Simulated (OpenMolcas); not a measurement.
# InHCl2 (InCl2H): levels of theory compared

Aim: a comparison of 6 runs (HF/def2-SVPD, B2PLYP/def2-SVPD, BHLYP/def2-SVPD, BLYP/def2-SVPD, M06-L/def2-SVPD, SVWN5/def2-SVPD) of InHCl2 (InCl2H). 

The calculation is run with OpenMolcas 26.06.

### Step 1. The molecule

InHCl2 has 4 atoms, charge 0, and is taken as a singlet. As SMILES, `[H][In]([Cl])[Cl]`. The shape comes from GFN2-xTB, which is rough for such elements, and wasn't checked as a minimum.

Bond lengths: In1–Cl2 2.286 Å, In1–Cl3 2.286 Å, In1–H4 1.709 Å. Angles: Cl2–In1–Cl3 113.5°, Cl2–In1–H4 123.2°, Cl3–In1–H4 123.2°.

### Step 2. Energy and gradient at HF/def2-SVPD (core potential) (run 1)

job.input

```
&GATEWAY
BasLib=$CurrDir
Coord
4
angstrom
In      -0.101990      -0.171200       0.000100
Cl       2.182270      -0.073550       0.013530
Cl      -1.103820       1.883910      -0.015020
H       -0.976460      -1.639160       0.001390
Basis=def2-SVPD
Group=NoSym
&SEWARD
&SCF
Thresholds=1e-10 1e-07 1e-07 1e-05
PrOrbitals=1
&ALASKA
```

The basis set def2-SVPD is read from a file made from the Basis Set Exchange's data (not shown).

Run with:

```console
$ export MOLCAS_MEM=1860
$ pymolcas job.input > job.log
```

Log:

```text
--- Start Module: gateway ---
[...]
--- Stop Module: gateway /rc=_RC_ALL_IS_WELL_ ---
[...]
      Basis functions           94
[...]
--- Start Module: scf ---
[...]
       Convergence after  12 Iterations
[...]
::    Total SCF energy                              -1108.6128982041
[...]
      Total spin, S                                     0.0000000000
[...]
      Total electronic charge=   56.000000
      Total            charge=   -0.000000
[...]
      Dipole Moment (debye):
      Origin of the operator (angstrom)=    0.1346    0.2259   -0.0002
                   X= -1.2911E+00               Y= -2.1671E+00               Z=  1.5165E-03           Total=  2.5226E+00
      Quadrupole Moment (debye*angstrom):
[...]
--- Stop Module: scf /rc=_RC_ALL_IS_WELL_ ---
[...]
--- Start Module: alaska ---
[...]
 *              Molecular gradients               *
 **************************************************
  Irreducible representation: a
 ------------------------------------------------------------------------------------------
                              X                       Y                       Z
 ------------------------------------------------------------------------------------------
  IN1               1.38043180579359E-02    2.31957479301492E-02   -2.19615037584161E-05
  CL2              -2.42450007180217E-02   -8.97136776687457E-04   -1.42114397957971E-04
  CL3               1.07620929060328E-02   -2.17603709010277E-02    1.62076907200159E-04
  H4               -3.21410245975873E-04   -5.38240252444311E-04    1.99899451560660E-06
 ------------------------------------------------------------------------------------------
--- Stop Module: alaska /rc=_RC_ALL_IS_WELL_ ---
[...]
```

Wall time 9.6 s (1 thread of Arm Neoverse V2, shared host); peak memory 0.52 GiB.

### Step 3. A single-point energy at B2PLYP/def2-SVPD (core potential) (run 2)

struct.xyz

```xyz
4

In    -0.101990    -0.171200     0.000100
Cl     2.182270    -0.073550     0.013530
Cl    -1.103820     1.883910    -0.015020
H     -0.976460    -1.639160     0.001390
```

job.inp

```
>>> EXPORT MOLCAS_PRINT=2

&GATEWAY
 BasLib=$CurrDir
 Coord=struct.xyz
 Basis=def2-SVPD
 Group=NoSym

&SEWARD
 GridInput
 Grid=UltraFine
 End of Grid

&SCF
 KSDFT=B2PLYP_SCF
 Thresholds=1e-10 1e-07 1e-07 1e-05
 PrOrbitals=1 1

&MBPT2
 Frozen=14
```

The basis set def2-SVPD is read from a file made from the Basis Set Exchange's data (not shown).

Run with:

```console
$ export MOLCAS_MEM=1860
$ pymolcas job.inp > job.log
```

Log:

```text
--- Start Module: gateway ---
[...]
--- Stop Module: gateway /rc=_RC_ALL_IS_WELL_ ---
[...]
      Basis functions           94
[...]
--- Start Module: scf ---
[...]
       Convergence after  14 Iterations
[...]
::    Total KS-DFT energy                           -1110.2574257375
[...]
      Total spin, S                                     0.0000000000
[...]
      Total electronic charge=   56.000000
      Total            charge=   -0.000000
[...]
      Dipole Moment (debye):
      Origin of the operator (angstrom)=    0.1346    0.2259   -0.0002
                   X= -1.2548E+00               Y= -2.1062E+00               Z=  1.5055E-03           Total=  2.4516E+00
      Quadrupole Moment (debye*angstrom):
[...]
--- Stop Module: scf /rc=_RC_ALL_IS_WELL_ ---
[...]
--- Start Module: mbpt2 ---
[...]
 ###    WARNING: MP2 implementation intended for RHF references only         ###
 ###############################################################################
MBPT2 WARNING: Reference function according to RunFile:KS-DFT
I'll assume you know what you're doing and continue
WARNING!
Default frozen orbitals as non valence orbitals is overwritten by user input.
Default values:  10
[...]
       Reference weight ( Cref**2 )         =        0.80391
::    Total MBPT2 energy                            -1110.7251081606
[...]
      Total MBPT2 calculations                           0.30      0.33
--- Stop Module: mbpt2 /rc=_RC_ALL_IS_WELL_ ---
[...]
```

It took 16 s on 1 thread of Arm Neoverse V2, shared host; peak memory 0.52 GiB.

Runs 3 to 5 aren't shown in full; the table further down has their settings and results.

### Step 4. Energy and gradient at SVWN5/def2-SVPD (core potential) (run 6)

coord.xyz

```xyz
4

In    -0.101990    -0.171200     0.000100
Cl     2.182270    -0.073550     0.013530
Cl    -1.103820     1.883910    -0.015020
H     -0.976460    -1.639160     0.001390
```

run.inp

```
>>> EXPORT MOLCAS_PRINT=2

&GATEWAY
 BASLIB
 $CurrDir
 COORD
 coord.xyz
 BASIS
 def2-SVPD
 GROUP
 NoSym

&SEWARD
 GRIDINPUT
 Grid=UltraFine
 End of Grid

&SCF
 KSDFT
 SVWN5
 THRESHOLDS
 1e-10 1e-07 1e-07 1e-05
 PRORBITALS
 1 2

&ALASKA
```

The basis set def2-SVPD is read from a file made from the Basis Set Exchange's data (not shown).

Run with:

```console
$ export MOLCAS_MEM=1860
$ pymolcas run.inp > run.log
```

Log:

```text
--- Start Module: gateway ---
[...]
--- Stop Module: gateway /rc=_RC_ALL_IS_WELL_ ---
[...]
      Basis functions           94
[...]
--- Start Module: scf ---
[...]
       Convergence after  15 Iterations
[...]
::    Total KS-DFT energy                           -1107.6542447661
[...]
      Total spin, S                                     0.0000000000
[...]
      Total electronic charge=   56.000000
      Total            charge=   -0.000000
[...]
      Dipole Moment (debye):
      Origin of the operator (angstrom)=    0.1346    0.2259   -0.0002
                   X= -1.1936E+00               Y= -2.0033E+00               Z=  1.4852E-03           Total=  2.3319E+00
      Quadrupole Moment (debye*angstrom):
[...]
--- Stop Module: scf /rc=_RC_ALL_IS_WELL_ ---
[...]
--- Start Module: alaska ---
[...]
 *              Molecular gradients               *
 **************************************************
  Irreducible representation: a
 ------------------------------------------------------------------------------------------
                              X                       Y                       Z
 ------------------------------------------------------------------------------------------
  IN1               1.03392359984813E-02    1.73764853714040E-02   -1.68176432325477E-05
  CL2              -1.45031599738665E-02   -1.40346939430946E-03   -8.09961739107745E-05
  CL3               5.67733176159635E-03   -1.34335098875660E-02    9.43739923196796E-05
  H4               -1.51340778623377E-03   -2.53950608949971E-03    3.43982482419770E-06
 ------------------------------------------------------------------------------------------
--- Stop Module: alaska /rc=_RC_ALL_IS_WELL_ ---
[...]
```

Run time: 17 s. Hardware: 1 thread of Arm Neoverse V2, shared host; peak memory 0.52 GiB.

### Step 5. All runs side by side

```csv
run,level,task,frozen core orbitals,energy (Eh),dipole moment (D),HOMO energy (eV),LUMO energy (eV),wall time
1,HF/def2-SVPD (core potential),gradient,–,-1108.612898,2.52,-12.11,0.63,9.6 s
2,B2PLYP/def2-SVPD (core potential),energy,14,-1110.383700,2.45,-10.15,-1.04,16 s
3,BHLYP/def2-SVPD (core potential),gradient,–,-1110.867423,2.46,-10.21,-1.32,21 s
4,BLYP/def2-SVPD (core potential),gradient,–,-1110.884589,2.24,-7.54,-2.71,21 s
5,M06-L/def2-SVPD (core potential),gradient,–,-1111.097044,2.47,-7.89,-2.31,26 s
6,SVWN5/def2-SVPD (core potential),gradient,–,-1107.654245,2.33,-7.81,-2.97,17 s
```

### Step 6. Summary of results

| quantity | value |
| --- | --- |
| run 6: total energy | -1107.65424 Eh |
| run 6: dipole moment | 2.33 D |
| run 6: HOMO energy | -7.81 eV |
| run 6: LUMO energy | -2.97 eV |
| run 6: HOMO–LUMO gap | 4.84 eV |
| run 6: largest force on an atom | 1.040 eV/Å |

**Reading.** The dipole moment (its size) runs from 2.24 D (BLYP/def2-SVPD) to 2.52 D (HF/def2-SVPD). The HOMO–LUMO gap runs from 4.83 eV (BLYP/def2-SVPD) to 12.74 eV (HF/def2-SVPD). Exact exchange widens orbital gaps. For B2PLYP the log adds the whole second-order term; the table takes 0.27 of it, as the functional is defined. Totals of different functionals can't be ranked against each other. All runs together took 1.8 min, the longest 26 s.
